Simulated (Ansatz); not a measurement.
# ClGeH₃S: up Jacob's ladder to CCSD(T)

The task here is to estimate one member of a computed series from the others.

Program: Ansatz 0.2.0, Gaussian basis. Level of theory: functionals in def2-TZVPP, the program's frozen cores in correlated methods. These are calculated values, not measurements.

Plan: LDA (SPW92), PBE-D4, revPBE-D4, BLYP-D4, r2SCAN-D4, B97M-V, PBE0-D4, B3LYP-D4, r2SCANh-D4, r2SCAN0-D4, HSE06-D4, BHLYP-D4, CAM-B3LYP-D4, LC-ωPBE, ωB97X-V, ωB97M-V, B2PLYP, PBE-QIDH; CCSD(T)/def2-SVP; CCSD(T)/def2-TZVPP; MP2/def2-QZVPP; extrapolation to the limit; RPA on PBE.

### Structure used throughout

All runs share one geometry, relaxed beforehand with PBE0-D4 in a triple-zeta def2 set.

SMILES `[SH][GeH2][Cl]`, 6 atoms, charge 0, spin multiplicity 1.

Atoms are counted from 1 here; the program's logs count them from 0.

Bond lengths: S1–Ge2 2.205 Å, S1–H4 1.343 Å, Ge2–Cl3 2.156 Å, Ge2–H5 1.532 Å, Ge2–H6 1.530 Å. Angles: Ge2–S1–H4 94.0°, S1–Ge2–Cl3 110.8°, S1–Ge2–H5 111.4°, S1–Ge2–H6 106.8°, Cl3–Ge2–H5 105.9°, Cl3–Ge2–H6 107.6°, H5–Ge2–H6 114.3°.

Set-up of the first run:

The input, in.yaml:

```yaml
crystal:
  periodic: [false, false, false]
  atoms:
    - {symbol: S, position_ang: [-1.173691, -1.327993, -0.086904]}
    - {symbol: Ge, position_ang: [0.432684, 0.138816, 0.275509]}
    - {symbol: Cl, position_ang: [-0.360056, 2.143140, 0.341623]}
    - {symbol: H, position_ang: [-1.332787, -0.975763, -1.373366]}
    - {symbol: H, position_ang: [1.461855, 0.131135, -0.858627]}
    - {symbol: H, position_ang: [1.014095, -0.173236, 1.655665]}
basis:
  gaussian: {orbitals: def2-TZVPP}
hamiltonian: {xc: lda}
output: {orbitals: {seedname: orbitals}}
```

Among the steps run: LDA; PBE-D4 (GGA); revPBE-D4 (GGA); BLYP-D4 (GGA); r2SCAN-D4 (meta-GGA); B97M-V (meta-GGA); PBE0-D4 (hybrid); B3LYP-D4 (hybrid); r2SCANh-D4 (hybrid); r2SCAN0-D4 (hybrid); HSE06-D4 (hybrid); BHLYP-D4 (hybrid); CAM-B3LYP-D4 (range-separated); LC-ωPBE-D4 (range-separated; the results give it without D4); ωB97X-V (range-separated); ωB97M-V (range-separated); B2PLYP (double hybrid); PBE-QIDH (double hybrid).

One of the session's tables, all rows but one given; the rest of the session is left out.

It belongs to the step «Orbital energies across the functionals». 

| functional | HOMO (eV) | gap (eV) |
| --- | --- | --- |
| LDA (SPW92) | -6.70 | 4.92 |
| PBE-D4 | -6.58 | 5.04 |
| revPBE-D4 | -6.54 | 5.09 |
| BLYP-D4 | -6.40 | 4.92 |
| r2SCAN-D4 | -6.88 | 5.61 |
| B97M-V | -6.97 | 5.69 |
| PBE0-D4 | -7.83 | 7.24 |
| B3LYP-D4 | -7.57 | 6.68 |
| r2SCANh-D4 | ? | ? |
| r2SCAN0-D4 | -8.02 | 7.60 |
| HSE06-D4 | -7.43 | 6.47 |
| BHLYP-D4 | -8.92 | 9.31 |
| CAM-B3LYP-D4 | -9.14 | 9.58 |
| LC-ωPBE | -10.57 | 12.24 |
| ωB97X-V | -10.20 | 11.76 |
| ωB97M-V | -10.02 | 11.39 |

Estimate the missing values for r2SCANh-D4.

Worked estimate for «HOMO (eV)». Against the share of exact exchange, r2SCAN-D4 (0, -6.88), r2SCAN0-D4 (0.25, -8.02) give a slope of -4.56 per unit share; at 0.1 the line stands at -7.34.

**Answer.** HOMO (eV): -7.34; gap (eV): 6.41. In «HOMO (eV)» the line misses by 0.00.
